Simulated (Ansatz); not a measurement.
# H2Se2: ionisation energy by level of theory

How much energy removes an electron from H2Se2 at fixed geometry? The cation is run at each level and the neutral's energy taken from earlier runs.

The runs use Ansatz 0.2.0, Gaussian basis; unrestricted cation, the program's frozen cores in correlated methods.

The runs, in order: UKS PBE-D4/def2-TZVPP; UKS r2SCAN-D4/def2-TZVPP; UKS PBE0-D4/def2-TZVPP; UKS B3LYP-D4/def2-TZVPP; UKS wB97X-V/def2-TZVPP; UKS wB97M-V/def2-TZVPP; UKS B2PLYP/def2-TZVPP; UHF-CCSD(T)/def2-TZVPP; UHF-MP2/def2-QZVPP; extrapolation to the limit; then −ε(HOMO) from the neutral's earlier runs with LDA (SPW92), PBE-D4, revPBE-D4, BLYP-D4, r2SCAN-D4, B97M-V, PBE0-D4, B3LYP-D4, r2SCANh-D4, r2SCAN0-D4, HSE06-D4, BHLYP-D4, CAM-B3LYP-D4, LC-ωPBE, ωB97X-V, ωB97M-V.

### Step 1. Structure used throughout

An earlier PBE0-D4 in a triple-zeta def2 set relaxation fixed the geometry.

SMILES `[SeH][SeH]`, 4 atoms, charge 0, spin multiplicity 1.

Atoms are counted from 1 here; the program's logs count them from 0.

Bond lengths: Se1–Se2 2.324 Å, Se1–H3 1.473 Å, Se2–H4 1.473 Å. Angles: Se2–Se1–H3 96.5°, Se1–Se2–H4 96.5°.

As a file:

```
Se    0.51127   -1.13051    0.34645
Se    0.48295    1.16611   -0.01076
H    -0.80921   -1.21493    0.99338
H    -0.12961    1.11912   -1.34937
```

### Step 2. Cation, UKS PBE-D4/def2-TZVPP

The input, in.yaml:

```yaml
crystal:
  periodic: [false, false, false]
  atoms:
    - {symbol: Se, position_ang: [0.511272, -1.130505, 0.346454]}
    - {symbol: Se, position_ang: [0.482949, 1.166113, -0.010764]}
    - {symbol: H, position_ang: [-0.809206, -1.214934, 0.993381]}
    - {symbol: H, position_ang: [-0.129614, 1.119125, -1.349370]}
basis:
  gaussian: {orbitals: def2-TZVPP}
total_charge: 1
magnetization: {spin_polarized: true, initial_magnetization: 1}
hamiltonian: {xc: pbe, dispersion: d4}
```

On the command line:

```sh
$ ansatz run in.yaml --threads 2 --pin off --events-out ev --progress --plain --max-ram 4352MiB
```

The runs that follow: Cation, UKS r2SCAN-D4/def2-TZVPP; Cation, UKS PBE0-D4/def2-TZVPP; Cation, UKS B3LYP-D4/def2-TZVPP; Cation, UKS wB97X-V/def2-TZVPP; Cation, UKS wB97M-V/def2-TZVPP; Cation, UKS B2PLYP (frozen core)/def2-TZVPP; Cation, UHF-CCSD(T)/def2-TZVPP; Cation, UHF-MP2/def2-QZVPP.

**Question.** What will the summary of the whole plan be? Wanted: ionisation energy, CCSD(T)/CBS; nearest functional by difference; nearest −ε(HOMO); −ε(HOMO) of PBE; T1 of the cation.

**Answer**, as computed:

| quantity | value |
| --- | --- |
| ionisation energy, CCSD(T)/CBS | 9.68 eV |
| nearest functional by difference | ωB97X-V (-0.14 eV) |
| nearest −ε(HOMO) | LC-ωPBE (+0.18 eV) |
| −ε(HOMO) of PBE | 6.02 eV |
| T1 of the cation | 0.013 |

What this shows: By cation minus neutral, the functionals miss by 0.49 eV at most. The PBE orbital energy is 3.7 eV too small: a semilocal HOMO is no ionisation energy. Among orbital estimates LC-ωPBE comes nearest. Hartree-Fock falls 1.16 eV short, as the neutral has more correlation energy than the cation. The cation may have settled in a state other than its lowest; no search over hole states beyond the program's own was made. Correlated methods include outer-core shells of Se, which these sets cover unevenly. With outer-core shells in play the reference is unsure by up to some tenths of an eV, so close misses can't be ranked.
